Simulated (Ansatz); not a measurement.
# FH₃S₂Si: one species, many methods

The task here is to estimate one member of a computed series from the others.

The runs use Ansatz 0.2.0, Gaussian basis; functionals in def2-TZVPP, the program's frozen cores in correlated methods.

The runs, in order: LDA (SPW92), PBE-D4, revPBE-D4, BLYP-D4, r2SCAN-D4, B97M-V, PBE0-D4, B3LYP-D4, r2SCANh-D4, r2SCAN0-D4, HSE06-D4, BHLYP-D4, CAM-B3LYP-D4, LC-ωPBE, ωB97X-V, ωB97M-V, B2PLYP, PBE-QIDH; CCSD(T)/def2-SVP; CCSD(T)/def2-TZVPP; MP2/def2-QZVPP; extrapolation to the limit; RPA on PBE.

### The geometry

All runs share one geometry, relaxed beforehand with PBE0-D4 in a triple-zeta def2 set.

SMILES `F[SiH2]SS`, 7 atoms, charge 0, spin multiplicity 1.

Atoms are counted from 1 here; the program's logs count them from 0.

Bond lengths: F1–Si2 1.599 Å, Si2–S3 2.134 Å, Si2–H5 1.477 Å, Si2–H6 1.480 Å, S3–S4 2.068 Å, S4–H7 1.347 Å. Angles: F1–Si2–S3 108.3°, F1–Si2–H5 108.4°, F1–Si2–H6 108.1°, S3–Si2–H5 110.0°, S3–Si2–H6 109.6°, H5–Si2–H6 112.4°, Si2–S3–S4 87.9°, S3–S4–H7 98.2°.

The first run:

The input, in.yaml:

```yaml
crystal:
  periodic: [false, false, false]
  atoms:
    - {symbol: F, position_ang: [-2.082191, 1.212963, -0.054059]}
    - {symbol: Si, position_ang: [-0.581201, 0.684641, 0.098609]}
    - {symbol: S, position_ang: [-0.319643, -0.977366, -1.213952]}
    - {symbol: S, position_ang: [1.640379, -1.085650, -0.564611]}
    - {symbol: H, position_ang: [0.337714, 1.777348, -0.280756]}
    - {symbol: H, position_ang: [-0.387259, 0.246463, 1.498371]}
    - {symbol: H, position_ang: [1.453499, -1.926397, 0.470697]}
basis:
  gaussian: {orbitals: def2-TZVPP}
hamiltonian: {xc: lda}
output: {orbitals: {seedname: orbitals}}
```

Command:

```sh
$ ansatz run in.yaml --threads 2 --pin off --events-out ev --progress --plain --max-ram 4352MiB
```

Among the steps run: LDA; PBE-D4 (GGA); revPBE-D4 (GGA); BLYP-D4 (GGA); r2SCAN-D4 (meta-GGA); B97M-V (meta-GGA); PBE0-D4 (hybrid); B3LYP-D4 (hybrid); r2SCANh-D4 (hybrid); r2SCAN0-D4 (hybrid); HSE06-D4 (hybrid); BHLYP-D4 (hybrid); CAM-B3LYP-D4 (range-separated); LC-ωPBE (range-separated); ωB97X-V (range-separated); ωB97M-V (range-separated); B2PLYP (double hybrid); PBE-QIDH (double hybrid).

One of the session's tables, all rows but one given; the rest of the session is left out.

It belongs to the step «Frontier levels by functional». 

| functional | HOMO (eV) | gap (eV) |
| --- | --- | --- |
| LDA (SPW92) | -6.65 | 3.98 |
| PBE-D4 | -6.51 | 4.06 |
| revPBE-D4 | -6.46 | 4.10 |
| BLYP-D4 | ? | ? |
| r2SCAN-D4 | -6.77 | 4.51 |
| B97M-V | -6.88 | 4.69 |
| PBE0-D4 | -7.72 | 6.26 |
| B3LYP-D4 | -7.47 | 5.79 |
| r2SCANh-D4 | -7.22 | 5.32 |
| r2SCAN0-D4 | -7.88 | 6.53 |
| HSE06-D4 | -7.32 | 5.48 |
| BHLYP-D4 | -8.78 | 8.41 |
| CAM-B3LYP-D4 | -9.01 | 8.71 |
| LC-ωPBE | -10.38 | 11.29 |
| ωB97X-V | -10.02 | 10.81 |
| ωB97M-V | -9.85 | 10.48 |

Estimate the missing values for BLYP-D4.

Worked estimate for «HOMO (eV)». Against the share of exact exchange, B3LYP-D4 (0.2, -7.47), BHLYP-D4 (0.5, -8.78) give a slope of -4.37 per unit share; at 0 the line stands at -6.60.

The run gave: HOMO (eV): -6.34; gap (eV): 4.03. In «HOMO (eV)» the line misses by -0.26.
